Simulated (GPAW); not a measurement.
Runs of GPAW 26.7.0 on AgRh. The structure is hexagonal, space group P-6m2 (No. 187). Conventional cell: a = 2.778 Å, b = 2.778 Å, c = 4.809 Å, α = 90.00°, β = 90.00°, γ = 120.00°. Ag (site symmetry -6m2) has 6 Ag at 2.78 Å and 6 Rh at 2.89 Å as nearest neighbours. Around Rh (site symmetry -6m2) lie 6 Rh at 2.78 Å and 6 Ag at 2.89 Å. The cell comes from a database or a generator and needn't be the stable form of this composition.

| task | level | potentials or basis | cell | k mesh | cutoff (eV) | optimizer | fmax | max steps | convergence | eta | gap on the mesh (eV) | pressure (GPa) | relaxed volume (Å³/atom) |
| --- | --- | --- | --- | --- | --- | --- | --- | --- | --- | --- | --- | --- | --- |
| relaxation of cell and atoms | PBEsol+D3 | PAW data sets generated in the run's folder for this functional, pw | relaxed | 8 × 8 × 4 | 600 | BFGS | 0.02 eV/Å | 60 | density=1e-05 forces=0.0001 | - | none | 0.1 | (b) |
| relaxation of cell and atoms | PBEsol | PAW data sets generated in the run's folder for this functional, pw | relaxed | 8 × 8 × 4 | 600 | BFGS | 0.02 eV/Å | 60 | density=1e-05 forces=0.0001 | - | none | -0.1 | 15.11 |
| relaxation of cell and atoms | PBEsol+D3(BJ) | PAW data sets generated in the run's folder for this functional, pw | relaxed | 8 × 8 × 4 | 600 | BFGS | 0.02 eV/Å | 60 | density=1e-05 forces=0.0001 | - | none | 0.0 | (a) |
| relaxation of cell and atoms | PBEsol+D4 | PAW data sets generated in the run's folder for this functional, pw | relaxed | 8 × 8 × 4 | 600 | BFGS | 0.02 eV/Å | 60 | density=1e-05 forces=0.0001 | - | none | 0.0 | 14.79 |
| relaxation of cell and atoms | PBEsol+D3(BJ)+ATM | PAW data sets generated in the run's folder for this functional, pw | relaxed | 8 × 8 × 4 | 600 | BFGS | 0.02 eV/Å | 60 | density=1e-05 forces=0.0001 | - | none | 0.0 | 14.73 |
| optical spectrum | LDA | the program's PAW data sets (release 1.2.1) made for this functional, pw | as given | 9 × 9 × 5 | 500 | - | - | - | - | 0.1 eV | none | - | - |

Alike in all rows: no spin polarisation; smearing fermi-dirac 0.05 eV.

Q: Estimate the missing entries.

A: (a) 14.61; (b) 14.66.

Caveats: later steps reuse the first step's grids (some runs); pairwise dispersion overbinds metals, which lowers pressure and volume (some runs); the intraband term hangs on this k mesh (some runs); the long-wavelength limit can be off by several per cent where d states take part (some runs); independent-particle spectra lack excitons (some runs).

A k mesh can miss the band edges, and the runs leave out spin-orbit coupling on Ag, Rh.

A gap of «none» marks a metal or a gap under the smearing width.

Runs at the PBE level aren't shown here.
